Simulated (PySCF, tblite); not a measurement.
# C₇H₁₆Si₂: geometry, infrared bands and NMR shifts

What infrared bands and NMR shifts should C₇H₁₆Si₂ (`C=CC[C@@H]1C[SiH2][SiH2][C@H]1C`) show?

Computed with tblite 0.8.0 and PySCF 2.14.0, with density-fitted response routines of our own, on a single molecule in the gas phase. Atoms are numbered from 0 throughout.

## (1) Starting geometry

25 atoms, charge 0, multiplicity 1; geometry from: force field or distance geometry start.

Bonds of the start (Å): C0–C1 1.35, C1–C2 1.49, C2–C3 1.51, C3–C4 1.47, C4–Si5 1.89, Si5–Si6 2.25, Si6–C7 1.88, C7–C8 1.50, C7–C3 1.51, C0–H9 1.07, C0–H10 1.09, C1–H11 1.07, C2–H12 1.11, C2–H13 1.12, C3–H14 1.12, C4–H15 1.09, C4–H16 1.11, Si5–H17 1.46, Si5–H18 1.45, Si6–H19 1.46, Si6–H20 1.47, C7–H21 1.11, C8–H22 1.09, C8–H23 1.12, C8–H24 1.11.

## (2) Optimising the geometry with GFN2-xTB

What the job is given:

```
{"job": {"kind": "relax", "xc": "GFN2-xTB", "basis": "xTB"}, "charge": 0, "multiplicity": 1}
C      3.542700    -0.208700     0.868000
C      2.436800     0.455200     0.462100
C      1.110500     0.091900     1.023800
C      0.221400    -0.316200    -0.120500
C     -0.016100     0.680400    -1.169500
Si    -1.254700     1.952800    -0.522300
Si    -2.193600     0.479600     0.892100
C     -1.072300    -0.924500     0.356500
C     -1.706000    -1.838500    -0.652100
H      4.523800     0.014000     0.504300
H      3.431600    -1.006200     1.596900
H      2.594700     1.235800    -0.256700
H      1.241300    -0.689600     1.796400
H      0.727900     1.002800     1.560400
H      0.749900    -1.172000    -0.620600
H      0.901700     1.228100    -1.380300
H     -0.453200     0.238100    -2.093600
H     -2.148600     2.312000    -1.617500
H     -0.621500     3.068700     0.163500
H     -3.589400     0.222000     0.561300
H     -1.988200     0.874600     2.296100
H     -0.865400    -1.500500     1.281700
H     -1.254300    -1.644500    -1.621000
H     -2.810100    -1.659400    -0.663900
H     -1.519800    -2.872100    -0.299900
```

Run with:

```
$ OMP_NUM_THREADS=1 python probes_run.py task.json out
```

This one command runs all jobs of the session in turn.

**Question.** This job is followed by: GFN2-xTB harmonic vibrations, gas phase; GIAO PBE0/pcSseg-1 NMR shielding, non-relativistic, gas phase. Predict these results of the whole session: strongest single infrared mode (GFN2-xTB); zero-point energy (GFN2-xTB); 13C shifts against TMS (PBE0/pcSseg-1); 1H shifts against TMS (PBE0/pcSseg-1, means over atoms taken as alike); 29Si shifts against TMS (PBE0/pcSseg-1).

The runs gave:

| quantity | value |
| --- | --- |
| strongest single infrared mode (GFN2-xTB) | 2205 cm⁻¹, 582 km/mol |
| zero-point energy (GFN2-xTB) | 127.6 kcal/mol |
| 13C shifts against TMS (PBE0/pcSseg-1) | 146.7, 122.9, 53.4, 46.9, 31.6, 21.6, 11.9 ppm |
| 1H shifts against TMS (PBE0/pcSseg-1, means over atoms taken as alike) | 6.42, 5.43, 5.38, 3.95, 3.88, 3.84, 3.50, 1.86, 1.81, 1.55, 1.51, 1.47, 1.08, 0.99 ppm |
| 29Si shifts against TMS (PBE0/pcSseg-1) | -65.8, -78.5 ppm |

**Reading.** Relaxing lowered the energy by 0.827 eV in 84 steps; the close pair that moved most is C3–C4, from 1.466 to 1.533 Å. No mode is imaginary among the 69: a minimum at this level. Unscaled tight-binding wavenumbers are off by several per cent, some by more. Its intensities can rank the bands wrongly. C1 (alkene CH) lies farthest downfield among carbon, at 146.7 ppm; the olefinic region. The most deshielded hydrogen is H11 (hydrogen on an alkene CH), at 6.42 ppm: a vinylic proton, deshielded by the sp2 carbon and the C=C anisotropy. At PBE0/pcSseg-1: The widest tensor belongs to C1: span 251 ppm, with a paramagnetic part of -216 ppm.
